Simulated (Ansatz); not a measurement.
# CH9B2PSi: the cost of one run

Program: Ansatz 0.2.0. Level of theory: RKS PBE0-D4/def2-SVP. These are calculated values, not measurements.

1 further run of the same task is left out (it didn't finish).

## 1. Starting point

Bond lengths: B1–C2 1.534 Å, C2–B3 1.576 Å, B3–P4 1.910 Å, P4–Si5 2.254 Å, B1–H6 1.245 Å, B1–H7 1.201 Å, C2–H8 1.118 Å, C2–H9 1.090 Å, B3–H10 1.214 Å, P4–H11 1.535 Å, Si5–H12 1.481 Å, Si5–H13 1.463 Å, Si5–H14 1.448 Å. Angles (14 of 21 angles, heavy atoms first): B1–C2–B3 108.3°, C2–B3–P4 124.9°, B3–P4–Si5 93.1°, B1–C2–H8 108.1°, B1–C2–H9 110.9°, B3–C2–H8 108.7°, B3–C2–H9 111.5°, C2–B1–H6 120.6°, C2–B1–H7 124.1°, C2–B3–H10 118.2°, P4–B3–H10 116.3°, B3–P4–H11 93.2°, Si5–P4–H11 90.6°, P4–Si5–H12 109.1°.

Structure file:

```xyz
14

B    -0.2834    1.8263    0.9672
C    -0.0114    0.3954    1.4497
B     1.1212   -0.2244    0.5455
P     0.9754   -1.8699   -0.4141
Si   -0.3589   -0.9733   -1.9939
H    -1.4103    2.1517    0.5503
H     0.5275    2.7114    0.9964
H     0.3590    0.4486    2.5030
H    -0.9208   -0.2044    1.4176
H     2.2232    0.2832    0.5789
H    -0.2532   -2.3261    0.3859
H    -1.4320   -0.1926   -1.3368
H     0.4103   -0.0417   -2.8185
H    -0.9597   -2.0133   -2.8026
```

## 2. Relaxing end A

File input.yaml:

```yaml
crystal:
  periodic: [false, false, false]
  atoms:
    - { symbol: B, position_ang: [-0.2834, 1.8263, 0.9672] }
    - { symbol: C, position_ang: [-0.0114, 0.3954, 1.4497] }
    - { symbol: B, position_ang: [1.1212, -0.2244, 0.5455] }
    - { symbol: P, position_ang: [0.9754, -1.8699, -0.4141] }
    - { symbol: Si, position_ang: [-0.3589, -0.9733, -1.9939] }
    - { symbol: H, position_ang: [-1.4103, 2.1517, 0.5503] }
    - { symbol: H, position_ang: [0.5275, 2.7114, 0.9964] }
    - { symbol: H, position_ang: [0.359, 0.4486, 2.503] }
    - { symbol: H, position_ang: [-0.9208, -0.2044, 1.4176] }
    - { symbol: H, position_ang: [2.2232, 0.2832, 0.5789] }
    - { symbol: H, position_ang: [-0.2532, -2.3261, 0.3859] }
    - { symbol: H, position_ang: [-1.432, -0.1926, -1.3368] }
    - { symbol: H, position_ang: [0.4103, -0.0417, -2.8185] }
    - { symbol: H, position_ang: [-0.9597, -2.0133, -2.8026] }
basis:
  gaussian: { orbitals: def2-SVP }
hamiltonian:
  xc: pbe0
  dispersion: d4
relax:
  f_tol: 0.02
  max_steps: 50
```

On the command line:

```
ansatz run input.yaml --threads 2 --pin off --max-ram 3072MiB --backend cpu --events-out ev --progress --plain --runs-dir out
```

Q: Estimate wall time and peak memory on 2 threads of Intel Xeon Platinum 8488C (Sapphire Rapids), shared host.

About 63 s, with a peak of 0.32 GiB.
